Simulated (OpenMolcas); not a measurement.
# Mo³⁺ in MgO: CASSCF and CASPT2 levels and susceptibility

Aim: the ligand-field states of Mo³⁺ in this surrounding, its lowest levels with spin-orbit coupling and its magnetic susceptibility.

The numbers are computed with OpenMolcas 26.06 (state-averaged CASSCF and CASPT2, spin-orbit coupling by RASSI with atomic mean-field integrals), except any that are marked as measured or tabulated.

**1. The atom as given**

```
Species                           : Mo³⁺ (molybdenum, Z = 42, 39 electrons)
Basis                             : ANO-RCC-VDZP [6s5p3d1f], 151 functions with the ligands
Scalar Hamiltonian                : DKH2, point nucleus
Inactive shells                   : 1s 2s 2p 3s 3p 3d 4s 4p of the metal, and all ligand shells
Active space                      : 3 electrons in 5 orbitals (4d)
Some configurations of this space : 4d³
Orbitals                          : optimised for each spin and parity, averaged over all roots
```

The outer shells:

4d3
```
4d [↑ ][↑ ][↑ ][  ][  ]
```

Mo³⁺ is taken with its 6 nearest oxide ions at 2.128 Å, on the cation site of MgO (a = 4.2112 Å). The rest of the host is ab initio model potentials to 7.6 Å, with orthogonalisation functions on the cations behind the ligands, and point charges beyond; the distance is set by hand, nothing relaxes, and no local charge compensation is placed. Ligand basis ANO-RCC-VDZP.

```xyz
19

Mo    0.0000    0.0000    0.0000
O     2.1280    0.0000    0.0000
O     0.0000    2.1280    0.0000
O    -2.1280    0.0000    0.0000
O     0.0000   -2.1280    0.0000
O     0.0000    0.0000    2.1280
O     0.0000    0.0000   -2.1280
Mg    0.0000    2.1056   -2.1056
Mg    0.0000   -2.1056    2.1056
Mg    0.0000    2.1056    2.1056
Mg    0.0000   -2.1056   -2.1056
Mg    2.1056   -2.1056    0.0000
Mg   -2.1056    2.1056    0.0000
Mg    2.1056    0.0000   -2.1056
Mg   -2.1056    0.0000    2.1056
Mg    2.1056    0.0000    2.1056
Mg   -2.1056    0.0000   -2.1056
Mg    2.1056    2.1056    0.0000
Mg   -2.1056   -2.1056    0.0000
```

The work runs as a chain of OpenMolcas steps in one folder; each step below is one input file. Labels, J, g values, rates, χT and fits are worked out afterwards by a script from the matrices that RASSI stores.

**2. One- and two-electron integrals**

The input, a.inp:

```
&GATEWAY
Basis set
Mo.ANO-RCC-VDZP.
Mo1 0.0 0.0 0.0 Angstrom
End of basis
Basis set
O.ANO-RCC-VDZP.
L1 2.128000 0.000000 0.000000 Angstrom
L2 0.000000 2.128000 0.000000 Angstrom
L3 0.000000 0.000000 2.128000 Angstrom
End of basis
Basis set
Mg.EMB-AIMP.Pascual.10s4p.1s1p.ECP.MgO.
PseudoCharge
* 3 symmetry-unique lattice sites within 7.6 angstrom
End of basis
Basis set
Mg.EMB-AIMP.Pascual.0s.0s.ECP.MgO.
PseudoCharge
* 40 symmetry-unique lattice sites within 7.6 angstrom
End of basis
Basis set
O.EMB-AIMP.Pascual.0s.0s.ECP.MgO.
PseudoCharge
* 55 symmetry-unique lattice sites within 7.6 angstrom
End of basis
Symmetry
XYZ
AngMom=0.0 0.0 0.0
AMFI
RICD
XField
997 Angstrom 0
* Evjen-weighted lattice charges
&SEWARD
```

The run is started by

```sh
> OMP_NUM_THREADS=1 MOLCAS_MEM=2457 MOLCAS_PROJECT=a pymolcas a.inp > a.log
```

**3. CASSCF: quartets, 10 roots**

The input, a.inp:

```
&RASSCF
FileOrb=start.orb
Symmetry=1
Spin=4
nActEl=3 0 0
Inactive=24 24
Ras2=5 0
CIRoot=10 10 1
SDav=10
CIMx=300
Iter=150 100
PrWF=0.3
OrbListing=Nothing
MaxOrb=0
LevShft=1.0
>>> COPY $Project.JobIph JOB001
```

start.orb holds start orbitals that the driver prepared beforehand, or those of the step before.

**4. Reference wave functions, doublets, 40 roots**

The input, a.inp:

```
&RASSCF
FileOrb=start.orb
Symmetry=1
Spin=2
nActEl=3 0 0
Inactive=24 24
Ras2=5 0
CIRoot=40 40 1
SDav=40
CIMx=300
Iter=150 100
PrWF=0.3
OrbListing=Nothing
MaxOrb=0
LevShft=1.0
>>> COPY $Project.JobIph JOB002
```

**5. State interaction with spin-orbit coupling**

The input, a.inp:

```
&RASSI
NrOfJobIphs=2 10 40
1 2 3 4 5 6 7 8 9 10
1 2 3 4 5 6 7 8 9 10 11 12 13 14 15 16 17 18 19 20 21 22 23 24 25 26 27
28 29 30 31 32 33 34 35 36 37 38 39 40
IphNames
JOB001
JOB002
EJob
SpinOrbit
DIPRint=1.0
SOCoupling=1000.0
Subsets=2
Property=9
'ANGMOM' 1 'ANGMOM' 2 'ANGMOM' 3 'MLTPL  1' 1 'MLTPL  1' 2 'MLTPL  1' 3
'AMFI' 1 'AMFI' 2 'AMFI' 3
SOProperty=3
'ANGMOM' 1 'ANGMOM' 2 'ANGMOM' 3
```

**6. CASPT2: IPEA 0.25, imaginary shift 0.1 (closed shells correlated: 4s 4p of the metal, with ligand shells; the Frozen line counts the rest)**

The input, a.inp:

```
>>> COPY JOB001 $Project.JobIph
&CASPT2
Multistate=10 1 2 3 4 5 6 7 8 9 10
NoMult
Frozen=11 9
IPEA=0.25
Imaginary=0.1
MaxIter=60
WThr=0.0 0.3 0.05
PrWF=0.5
NoMix
>>> COPY JOB002 $Project.JobIph
&CASPT2
Multistate=40 1 2 3 4 5 6 7 8 9 10 11 12 13 14 15 16 17 18 19 20 21 22
23 24 25 26 27 28 29 30 31 32 33 34 35 36 37 38 39 40
NoMult
Frozen=11 9
IPEA=0.25
Imaginary=0.1
MaxIter=60
WThr=0.0 0.3 0.05
PrWF=0.5
NoMix
```

(Steps that only read results are left out.)

**Question.** What will these runs give? Wanted: spin-free ground state; first state of the same spin within the active space; lowest level; next level.

As calculated:

```
                                            quantity                                                                                                                                          value
                                              method  SS-CASPT2, IPEA 0.25, imaginary shift 0.1 (closed shells correlated: 4s 4p of the metal, with ligand shells; the Frozen line counts the rest)
                              spin-free ground state                                                                                                                4A2, 1-fold in its orbital part
first state of the same spin within the active space                                                                                                                              4T2 at 31600 cm⁻¹
                                        lowest level                                                                                                                                      4-fold Γ8
                                          next level                                                                                                                                    9739.8 cm⁻¹
                                         χT at 300 K                                                                                                                                 1.80 cm³ K/mol
                           effective moment at 300 K                                                                                                                                        3.80 μB
```

Cost by method:

| method | time of its own steps | time with the reference |
| --- | --- | --- |
| A. CASSCF | 26 s | 26 s |
| B. SS-CASPT2, IPEA 0.25, imaginary shift 0.1, +4s 4p | 2.5 min | 3 min |

Times are of one thread on a shared host.

In words: The spin-free ground state (4A2) is 1-fold and keeps the highest spin of the shell. χT at 300 K is 1.80, against 1.88 cm³ K/mol for the spin alone; near agreement at one temperature doesn't show that the orbital moment is quenched. A ligand-field fit to the states below 45000 cm-1 gives 10Dq = 31134 cm-1, B = 518 cm-1 and C = 1769 cm-1 (C/B = 3.42), with a deviation of 230 cm-1. CASPT2 does not keep the components of a term degenerate, and the means are used.
